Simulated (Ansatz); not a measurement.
Runs of Ansatz 0.2.0 on HfIn4SiO6. It takes space group Cm (No. 8, monoclinic). The conventional cell has a = 6.461 Å, b = 11.155 Å, c = 6.494 Å, α = 90.00°, β = 103.71°, γ = 90.00°. Hf (site symmetry m) is surrounded by 4 O at 1.97 to 2.02 Å. In (site symmetry 1) has 3 O at 2.38 to 2.46 Å as nearest neighbours. Around In (site symmetry 1) lie 3 O at 2.42 to 2.65 Å. Si (site symmetry m) is surrounded by 4 O at 1.63 to 1.66 Å. Around O (site symmetry 1) lie 1 Si at 1.65 Å. O (site symmetry m) is surrounded by 1 Si at 1.66 Å. O (site symmetry m) is surrounded by 1 Si at 1.63 Å. O (site symmetry 1) has 1 Hf at 1.97 Å as nearest neighbours. The cell was built by a generator and needn't be a form met in nature.

```tsv
potentials or basis	cutoff (eV)	gap on the mesh (eV)	pressure (GPa)	largest force (eV/Å)
SPMS NC	1034	0.64	(a)	0.16
Ansatz PAW earlier set	900	0.64	0.0	0.01
Ansatz NC	1240	0.64	0.0	0.01
PseudoDojo standard (PBE files)	1143	0.64	-0.4	0.16
```

Alike in all rows: task single point; level PBE; no spin polarisation; cell as given; k mesh 5 × 5 × 4; smearing fermi-dirac 0.05 eV.

**Question.** Fill in the values left out.

**Answer.** (a) -0.3.

Caveats: odd divisions of the mesh miss points on the zone boundary, where band edges often lie, so the gap on the mesh can be too wide; spin-orbit coupling is left out, which moves the levels of the heavy elements.

A k mesh can miss the band edges, and the runs leave out spin-orbit coupling on Hf, In.

Not every run made on this cell is shown here.
